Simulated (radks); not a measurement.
# Ionisation of Hg: one atom, several choices of functional

An exercise on one series of results from a longer session: the logs are not shown, and one member is left open.

Program: radks (a radial shooting solver on a logarithmic mesh, Libxc functionals) version 1. Level of theory: Dirac Kohn-Sham, spin-unpolarised, spherical densities, finite nucleus. These are calculated values, not measurements, unless marked.

## The atom as given

```
element       : mercury (Z = 80)
charge        : 0
electrons     : 80
configuration : [Hg]
ion           : Hg⁺, [Xe] 4f14 5d10 6s1
choices       : LDA (Slater exchange, Perdew-Wang correlation); HCTH/407; B86b exchange with PBE correlation; LDA (Slater exchange, Perdew-Zunger correlation); exchange-only LDA; BP86
```

The outer shells:

Hg
```
[Xe] core
4f [↑↓][↑↓][↑↓][↑↓][↑↓][↑↓][↑↓]
5d [↑↓][↑↓][↑↓][↑↓][↑↓]
6s [↑↓]
```

Hg⁺
```
[Xe] core
4f [↑↓][↑↓][↑↓][↑↓][↑↓][↑↓][↑↓]
5d [↑↓][↑↓][↑↓][↑↓][↑↓]
6s [↑ ]
```

Set-up of the first run:

The run's settings:

```text
Z 80
configuration [Hg]
relativity Dirac
functional lda,pw
spin unpolarised
j_filling energy
nucleus finite rms 5.4648 fm
c 137.035999084
```

Steps of the session up to this table: LDA (Slater exchange, Perdew-Wang correlation): Hg; LDA (Slater exchange, Perdew-Wang correlation): Hg⁺; HCTH/407: Hg; HCTH/407: Hg⁺; B86b exchange with PBE correlation: Hg; B86b exchange with PBE correlation: Hg⁺; LDA (Slater exchange, Perdew-Zunger correlation): Hg; LDA (Slater exchange, Perdew-Zunger correlation): Hg⁺; exchange-only LDA: Hg; exchange-only LDA: Hg⁺; BP86: Hg; BP86: Hg⁺.

One table of the session follows, with a row left open; its other results are not shown here.

| functional | Δ-SCF (eV) | −ε(HOMO) (eV) | <r> HOMO (bohr) |
| --- | --- | --- | --- |
| LDA (Slater exchange, Perdew-Wang correlation) | ? | ? | ? |
| HCTH/407 | 10.717 | 6.857 | 2.710 |
| B86b exchange with PBE correlation | 10.720 | 6.846 | 2.696 |
| LDA (Slater exchange, Perdew-Zunger correlation) | 11.051 | 7.139 | 2.680 |
| exchange-only LDA | 9.900 | 6.036 | 2.726 |
| BP86 | 10.877 | 7.002 | 2.685 |

Q: Estimate the row for LDA (Slater exchange, Perdew-Wang correlation) from the others.

The run gave: Δ-SCF (eV): 11.045; −ε(HOMO) (eV): 7.133; <r> HOMO (bohr): 2.680. In the column «Δ-SCF (eV)» it lies between BP86 (10.877) and LDA (Slater exchange, Perdew-Zunger correlation) (11.051).

Spin polarisation and multiplet splitting are left out, so open shells lie too high by an amount that depends on their filling.
